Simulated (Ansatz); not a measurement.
# GaPNH+ (quartet): wave-function methods side by side, cc-pVDZ

How much of the correlation energy of GaPNH+ (quartet) does each wave-function method recover here?

Method: cc-pVDZ, core rule «outside noble gas», up to 20 orbitals frozen; program: Ansatz 0.2.0, Gaussian basis.

Plan: UHF; CCSD(T) on ROHF; CCSD(T) on UHF; BCCD(T) on ROHF; CISD as a restricted active space (open shells left free, so some higher excitations enter); CCSDT(Q) on ROHF; CCSDT(Q) on UHF.

35 further runs of the same task are left out: 8 for a known fault of the program, 9 that didn't finish, 18 set aside as unsound or not needed. Runs told in other sessions of the task aren't counted.

### 1 What is computed

The geometry is a PBE0/def2-TZVP stationary point (not a proven minimum) of the parent state, kept for this charge and spin. No spin-orbit coupling is included. The filled d shell of Ga may be among the frozen orbitals whatever the setting's name suggests.

4 atoms, charge 1, spin multiplicity 4.

Atoms are counted from 1 here; the program's logs count them from 0.

Bond lengths: Ga1–N3 1.927 Å, P2–N3 1.679 Å, N3–H4 1.015 Å. Angles: Ga1–N3–P2 122.2°, Ga1–N3–H4 121.1°, P2–N3–H4 116.7°.

### 2 UHF

File in.yaml:

```yaml
crystal:
  periodic: [false, false, false]
  atoms:
    - {symbol: Ga, position_ang: [0.000000, 0.068058, 1.074262]}
    - {symbol: P, position_ang: [0.000000, 0.224776, -2.080757]}
    - {symbol: N, position_ang: [0.000000, -0.712125, -0.687525]}
    - {symbol: H, position_ang: [0.000000, -1.719206, -0.815467]}
basis:
  gaussian: {orbitals: cc-pVDZ}
total_charge: 1
magnetization: {spin_polarized: true, initial_magnetization: 3}
hamiltonian: {xc: hf}
output: {orbitals: {seedname: orbitals}}
```

Command:

```console
ansatz run in.yaml --threads 1 --pin off --events-out ev --progress --plain --max-ram 2393MiB
```

The runs that follow: CCSD(T) on ROHF; CCSD(T) on UHF; BCCD(T) on ROHF; CISD as a restricted active space (open shells left free, so some higher excitations enter); CCSDT(Q) on ROHF; CCSDT(Q) on UHF.

Before running them: what should the planned runs give, taken together? Wanted: UCCSDT(Q) from the RHF energy; RMP2 from UCCSDT(Q); UMP2 from UCCSDT(Q); RCCSD from UCCSDT(Q); RCCSD(T) from UCCSDT(Q); UCCSD(T) from UCCSDT(Q); RCCSDT(Q) from UCCSDT(Q); T1 diagnostic.

**Answer**, as computed:

| quantity | value |
| --- | --- |
| UCCSDT(Q) from the ROHF energy | -8.7719 eV |
| RMP2 from UCCSDT(Q) | +105.6 kJ/mol |
| UMP2 from UCCSDT(Q) | +113.3 kJ/mol |
| RCCSD from UCCSDT(Q) | +40.9 kJ/mol |
| RCCSD(T) from UCCSDT(Q) | +8.6 kJ/mol |
| UCCSD(T) from UCCSDT(Q) | +8.3 kJ/mol |
| RCCSDT(Q) from UCCSDT(Q) | +1.8 kJ/mol |
| levels within 1 kcal/mol (43 meV) | RCCSDT(Q) |
| T1 diagnostic | 0.045 |

**Reading.** RCCSD(T) misses by +8.6 kJ/mol, 1.0 % of the correlation energy. These misses are within one basis, not against nature; the frozen cores of restricted and unrestricted runs differ, which can shift their rows.
